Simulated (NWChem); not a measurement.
# [GeH5]− (SMILES [H][Ge-]([H])([H])([H])[H]) at B3LYP/6-31G(d,p) (spherical functions, COSMO-KS carbon tetrachloride, esp resp), part 2 of 2

NWChem 7.3.0.

## Step 3: The distorted shape

Input file work.xyz:

```xyz
6

Ge    -0.000564    -0.034441     0.046457
H      0.011863    -0.028420     1.672649
H      0.092979     0.102767    -1.784143
H      1.458593     0.120856     0.050026
H     -0.706578     1.264613     0.061743
H     -0.739483    -1.457957    -0.004394
```

Input file work.nw:

```
start work
memory total 2200 mb
charge -1
geometry noautoz
  load work.xyz
end
basis spherical bse
  Ge library 6-31G**
  H library 6-31G**
end
cosmo
  dielec 2.228
  do_cosmo_ks true
end
dft
  xc b3lyp
  mult 1
  grid fine
  convergence energy 1e-06
  iterations 150
  mulliken
end
esp
  restrain
  range 0.4
  spacing 0.035
  recalculate
end
task dft
task esp
```

The run is started by

```console
$ nwchem work.nw > work.out
```

Log:

```text
Northwest Computational Chemistry Package (NWChem) 7.3.0
             --------------------------------------------------------

           Job information
           ---------------

    nwchem branch   = 7.3.0
    use scalapack   = T
    input           = work.nw
    prefix          = work.
    data base       = ./work.db
    status          = startup
    nproc           =        1

           Memory information
           ------------------

    heap     =     72089600 doubles =      550.0 Mbytes
    stack    =     72089597 doubles =      550.0 Mbytes
    global   =    144179200 doubles =     1100.0 Mbytes (distinct from heap & stack)
    total    =    288358397 doubles =     2200.0 Mbytes
    verify   = yes
    hardfail = no

           Directory information
           ---------------------

  0 permanent = .
  0 scratch   = .

                                NWChem Input Module
                                -------------------

 Scaling coordinates for geometry "geometry" by  1.889725989
 (inverse scale =  0.529177249)

 C1  symmetry detected

                             Geometry "geometry" -> ""
                             -------------------------

 Output coordinates in angstroms (scale by  1.889725989 to convert to a.u.)

  No.       Tag          Charge          X              Y              Z
 ---- ---------------- ---------- -------------- -------------- --------------
    1 Ge                  32.0000    -0.00506203     0.00687786    -0.00076046
    2 H                    1.0000     0.15036737     1.62538710     0.03023387
    3 H                    1.0000    -0.00416607    -1.83123781    -0.00239130
    4 H                    1.0000     0.77174688    -0.07614099     1.24139284
    5 H                    1.0000     0.85064817    -0.03745206    -1.20576073
    6 H                    1.0000    -1.60661142     0.09935208    -0.03913989

      Atomic Mass
      -----------

      Ge                73.921900
      H                  1.007825

 Effective nuclear repulsion energy (a.u.)      55.3114133691

            Nuclear Dipole moment (a.u.)
            ----------------------------
        X                 Y               Z
 ---------------- ---------------- ----------------
    -0.0000000000     0.0000000000    -0.0000000000

            XYZ format geometry
            -------------------
     6
 geometry
 Ge                   -0.00506203     0.00687786    -0.00076046
 H                     0.15036737     1.62538710     0.03023387
 H                    -0.00416607    -1.83123781    -0.00239130
 H                     0.77174688    -0.07614099     1.24139284
 H                     0.85064817    -0.03745206    -1.20576073
 H                    -1.60661142     0.09935208    -0.03913989

 ==============================================================================
                                internuclear distances
 ------------------------------------------------------------------------------
       center one      |      center two      | atomic units |  angstroms
 ------------------------------------------------------------------------------
    2 H                |   1 Ge               |     3.07317  |     1.62625
    4 H                |   1 Ge               |     2.77299  |     1.46740
    5 H                |   1 Ge               |     2.79413  |     1.47859
    6 H                |   1 Ge               |     3.03240  |     1.60468
 ------------------------------------------------------------------------------
                         number of included internuclear distances:          4
 ==============================================================================

 ==============================================================================
                                 internuclear angles
 ------------------------------------------------------------------------------
        center 1       |       center 2       |       center 3       |  degrees
 ------------------------------------------------------------------------------
    2 H                |   1 Ge               |   4 H                |    89.40
    2 H                |   1 Ge               |   5 H                |    89.43
    2 H                |   1 Ge               |   6 H                |    92.21
    4 H                |   1 Ge               |   5 H                |   112.45
    4 H                |   1 Ge               |   6 H                |   123.49
    5 H                |   1 Ge               |   6 H                |   124.04
 ------------------------------------------------------------------------------
                            number of included internuclear angles:          6
 ==============================================================================

                      Basis "ao basis" -> "" (spherical)
                      -----
  [basis functions not shown]

 Summary of "ao basis" -> "" (spherical)
 ------------------------------------------------------------------------------
       Tag                 Description            Shells   Functions and Types
 ---------------- ------------------------------  ------  ---------------------
 Ge                         6-31G**                 12       32   5s4p3d
 H                          6-31G**                  3        5   2s1p

                                 NWChem DFT Module
                                 -----------------

 Summary of "ao basis" -> "ao basis" (spherical)
[... 64 lines left out ...]
          Convergence on energy requested:  1.00D-06
          Convergence on density requested:  1.00D-05
          Convergence on gradient requested:  5.00D-04
[... 21 lines left out ...]
          Spatial weights used:  Erf1
[... 1 line left out ...]
          Convergence Information
[... 1 line left out ...]
          Convergence aids based upon iterative change in
          total energy or number of iterations.
[... 58 lines left out ...]
   convergence    iter        energy       DeltaE   RMS-Dens  Diis-err    time
[... 15 lines left out ...]
   convergence    iter        energy       DeltaE   RMS-Dens  Diis-err    time
[... 8 lines left out ...]
         Total DFT energy =    -2079.729548446316
      One electron energy =    -3019.345480826761
           Coulomb energy =      961.772320349479
    Exchange-Corr. energy =      -81.139297784960
 Nuclear repulsion energy =       55.311413369065
[... 1 line left out ...]
             COSMO energy =        3.671496446861
[... 8 lines left out ...]
                 gas phase energy =     -2079.680972472817
                 sol phase energy =     -2079.729548446316
 (electrostatic) solvation energy =         0.048575973498 (   30.48 kcal/mol)
[... 1 line left out ...]
                       DFT Final Molecular Orbital Analysis
[... 396 lines left out ...]
    27      1.114006  1 Ge d  2              32     -0.965333  1 Ge d  2
    22     -0.656685  1 Ge d  2              25      0.587720  1 Ge d  0
    14      0.493383  1 Ge s                 30     -0.415749  1 Ge d  0
    41     -0.357738  3 H  py                20     -0.355296  1 Ge d  0
    39     -0.336395  3 H  s                 34     -0.322037  2 H  s

     ---------------------------------------------
      Total Density - Mulliken Population Analysis
     ---------------------------------------------

    Atom       Charge   Shell Charges
 -----------   ------   -------------------------------------------------------
    1 Ge  32    32.23   2.00  2.00  6.00  2.00  5.99  1.19  2.11  0.16  0.61  6.86  2.94  0.38
    2 H    1     1.24   0.50  0.73  0.00
    3 H    1     1.34   0.47  0.87  0.00
    4 H    1     1.05   0.52  0.52  0.01
    5 H    1     1.05   0.52  0.53  0.01
    6 H    1     1.10   0.48  0.61  0.00

     -------------------------------------------
      Total Density - Lowdin Population Analysis
     -------------------------------------------

    Atom       Charge   Shell Charges
 -----------   ------   -------------------------------------------------------
    1 Ge  32    32.30   2.00  2.00  5.99  1.98  5.90  0.79  1.88  0.34  1.02  6.66  3.07  0.67
    2 H    1     1.20   0.51  0.68  0.01
    3 H    1     1.29   0.50  0.78  0.01
    4 H    1     1.07   0.51  0.54  0.02
    5 H    1     1.07   0.50  0.55  0.02
    6 H    1     1.07   0.48  0.58  0.01

 center of mass
 --------------
 x =  -0.00504835 y =   0.00685928 z =  -0.00075841

 moments of inertia (a.u.)
 ------------------
          32.435051634068           0.000000000000           0.000000000000
           0.000000000000          24.911398661223          -0.000000000000
           0.000000000000          -0.000000000000          35.771141934878

     Multipole analysis of the density
     ---------------------------------

     L   x y z        total         alpha         beta         nuclear
     -   - - -        -----         -----         ----         -------
     0   0 0 0     -1.000000    -19.000000    -19.000000     37.000000

     1   1 0 0     -0.010488     -0.005244     -0.005244     -0.000000
[... 8 lines of this table left out ...]
     2   0 0 2    -19.076490    -14.890173    -14.890173     10.703856

 Task  times  cpu:        9.0s     wall:        9.0s

                                NWChem Input Module
                                -------------------

                     NWChem Electrostatic Potential Fit Module
                     -----------------------------------------

 Atom parameters

 Number of atoms is                                    6
 Number of basis functions is                         57

 Grid parameters

 Maximum number of grid points is                  12558
 Number of grid points is                          12557
 Grid range                                     0.400000 nm
 Grid spacing                                   0.035000 nm
 Probe radius                                   0.070000 nm
 Atom radius factor                             1.000000

 Restraint parameters

 Hyperbolic restraint to zero charge
    with scaling                 0.001000
         tightness               0.100000
         maximum iterations     25
         tolerance               0.000100

 Atomic radii

    1    0.100000
   32    0.192000
 FASTESP  F
  using M.O. file = ./work.movecs

 Possible fit problem: singular constraint matrix

 Possible fit problem: singular constraint matrix

    Atom              Coordinates                           Charge

                                                  ESP         RESP        RESP2
                                                                         constr

    1 Ge   -0.000506    0.000688   -0.000076    0.305326    0.299331    0.299331
    2 H     0.015037    0.162539    0.003023   -0.382326   -0.381342   -0.381342
    3 H    -0.000417   -0.183124   -0.000239   -0.473822   -0.472957   -0.472957
    4 H     0.077175   -0.007614    0.124139   -0.138370   -0.137020   -0.137020
    5 H     0.085065   -0.003745   -0.120576   -0.139641   -0.138285   -0.138285
    6 H    -0.160661    0.009935   -0.003914   -0.171166   -0.169728   -0.169728
                                            ------------------------------------
                                               -1.000000   -1.000000   -1.000000

 Dipole moment                                  0.182294    0.180026    0.180026

 Quadrupole moment Qxx                          6.066213    6.071477    6.071477
                   Qyy                        -14.457797  -14.452631  -14.452631
                   Qzz                          8.391584    8.381155    8.381155

 RMS deviation kJ/mol                           0.117617    0.117619    0.117619

 RRMS %                                         3.593676    3.593738    3.593738

 Task  times  cpu:        2.9s     wall:        2.9s
 Total times  cpu:       11.9s     wall:       11.9s
```

Run time: 13 s. Hardware: 1 thread of Intel Xeon 6975P-C (Granite Rapids), shared host; peak memory 0.11 GiB.

## Step 4: Outcome

The summary covers parts 1 to 2.

At B3LYP/6-31G** (spherical functions, COSMO-KS carbon tetrachloride, esp resp):

| quantity | value |
| --- | --- |
| first shape: total energy | -2079.73739 Eh |
| first shape: solvent term in the energy | -127.7 kJ/mol |
| distorted shape: total energy | -2079.72955 Eh |
| distorted shape: HOMO energy | -1.50 eV |
| distorted shape: LUMO energy | 4.39 eV |
| distorted shape: HOMO–LUMO gap (to an unbound level, set by the basis) | 5.89 eV |
| distorted shape: solvent term in the energy | -127.5 kJ/mol |
| energy change with the atoms displaced | 0.213 eV |

With the atoms displaced the energy rises by 0.21 eV (20.6 kJ/mol). The first shape isn't relaxed at this level, so the change isn't measured from a minimum.
